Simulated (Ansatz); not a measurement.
**C₃H₉FGeO: up Jacob's ladder to CCSD(T)**

One table from this session's results is given with a row withheld; the runs are named, their logs left out.

Computed with Ansatz 0.2.0, Gaussian basis. Level: functionals in def2-TZVPP, the program's frozen cores in correlated methods.

Levels to be run: PBE-D4, r2SCAN-D4, PBE0-D4, B3LYP-D4, ωB97X-V, ωB97M-V, B2PLYP; CCSD(T)/def2-TZVPP; MP2/def2-QZVPP; extrapolation to the limit.

### The geometry

The geometry comes from an earlier relaxation with PBE0-D4 in a triple-zeta def2 set; it is a stationary point, not always the lowest conformer.

15 atoms, charge 0, spin multiplicity 1.

Atoms are counted from 1 here; the program's logs count them from 0.

Bond lengths: C1–C2 1.512 Å, C1–H7 1.092 Å, C1–H8 1.092 Å, C1–H9 1.093 Å, C2–O3 1.416 Å, C2–H10 1.099 Å, C2–H11 1.095 Å, O3–Ge4 1.761 Å, Ge4–C5 1.933 Å, Ge4–F6 1.748 Å, Ge4–H12 1.530 Å, C5–H13 1.090 Å, C5–H14 1.091 Å, C5–H15 1.091 Å. Angles: C2–C1–H7 110.3°, C2–C1–H8 111.1°, C2–C1–H9 110.3°, H7–C1–H8 108.1°, H7–C1–H9 108.5°, H8–C1–H9 108.5°, C1–C2–O3 112.1°, C1–C2–H10 110.2°, C1–C2–H11 110.2°, O3–C2–H10 111.0°, O3–C2–H11 106.4°, H10–C2–H11 106.7°, C2–O3–Ge4 121.8°, O3–Ge4–C5 112.8°, O3–Ge4–F6 107.7°, O3–Ge4–H12 105.4°, C5–Ge4–F6 105.4°, C5–Ge4–H12 118.3° and more.

Coordinates:

```xyz
15
charge 0, multiplicity 1
C    -1.7350    0.1785   -1.3382
C    -0.2487    0.4575   -1.3205
O     0.5029   -0.6829   -0.9462
Ge    0.8090   -1.0795    0.7423
C     1.4058    0.4428    1.7743
F    -0.7116   -1.5585    1.4592
H    -1.9552   -0.6543   -2.0088
H    -2.0981   -0.0836   -0.3421
H    -2.2823    1.0584   -1.6872
H    -0.0308    1.3080   -0.6589
H     0.0954    0.7407   -2.3203
H     1.6936   -2.3275    0.7117
H     0.6215    1.1992    1.8126
H     2.3021    0.8766    1.3294
H     1.6313    0.1246    2.7928
```

The first run:

The input, in.yaml:

```yaml
crystal:
  periodic: [false, false, false]
  atoms:
    - {symbol: C, position_ang: [-1.734976, 0.178520, -1.338206]}
    - {symbol: C, position_ang: [-0.248676, 0.457456, -1.320461]}
    - {symbol: O, position_ang: [0.502889, -0.682859, -0.946226]}
    - {symbol: Ge, position_ang: [0.809033, -1.079476, 0.742288]}
    - {symbol: C, position_ang: [1.405766, 0.442780, 1.774281]}
    - {symbol: F, position_ang: [-0.711550, -1.558457, 1.459166]}
    - {symbol: H, position_ang: [-1.955242, -0.654339, -2.008825]}
    - {symbol: H, position_ang: [-2.098135, -0.083561, -0.342112]}
    - {symbol: H, position_ang: [-2.282261, 1.058390, -1.687214]}
    - {symbol: H, position_ang: [-0.030782, 1.307971, -0.658898]}
    - {symbol: H, position_ang: [0.095394, 0.740659, -2.320294]}
    - {symbol: H, position_ang: [1.693626, -2.327471, 0.711703]}
    - {symbol: H, position_ang: [0.621496, 1.199205, 1.812632]}
    - {symbol: H, position_ang: [2.302130, 0.876563, 1.329363]}
    - {symbol: H, position_ang: [1.631289, 0.124608, 2.792803]}
basis:
  gaussian: {orbitals: def2-TZVPP}
hamiltonian: {xc: pbe, dispersion: d4}
output: {forces: true, orbitals: {seedname: orbitals}}
```

On the command line:

```sh
$ ansatz run in.yaml --threads 2 --pin off --events-out ev --progress --plain --max-ram 32768MiB --backend cuda --devices 0, --max-vram 18GiB
```

Steps of the session up to this table: PBE-D4 (GGA); r2SCAN-D4 (meta-GGA); PBE0-D4 (hybrid); B3LYP-D4 (hybrid); ωB97X-V (range-separated); ωB97M-V (range-separated); B2PLYP (double hybrid); CCSD(T) in def2-TZVPP; MP2 in def2-QZVPP.

One table of the session follows, with a row left open; its other results are not shown here.

```
            method  atomisation energy (kJ/mol)
            PBE-D4                       5720.4
         r2SCAN-D4                       5651.2
           PBE0-D4                       5630.4
          B3LYP-D4                       5622.6
           ωB97X-V                       5655.2
           ωB97M-V                       5638.8
            B2PLYP                       5581.3
     HF/def2-TZVPP                       4159.6
    MP2/def2-TZVPP                       5609.2
   CCSD/def2-TZVPP                       5457.5
CCSD(T)/def2-TZVPP                            ?
           MP2/CBS                       5730.5
       CCSD(T)/CBS                       5653.7
```

Q: Estimate the row for CCSD(T)/def2-TZVPP from the others.

The run gave: atomisation energy (kJ/mol): 5532.3. In the column «atomisation energy (kJ/mol)» it lies between CCSD/def2-TZVPP (5457.5) and B2PLYP (5581.3).
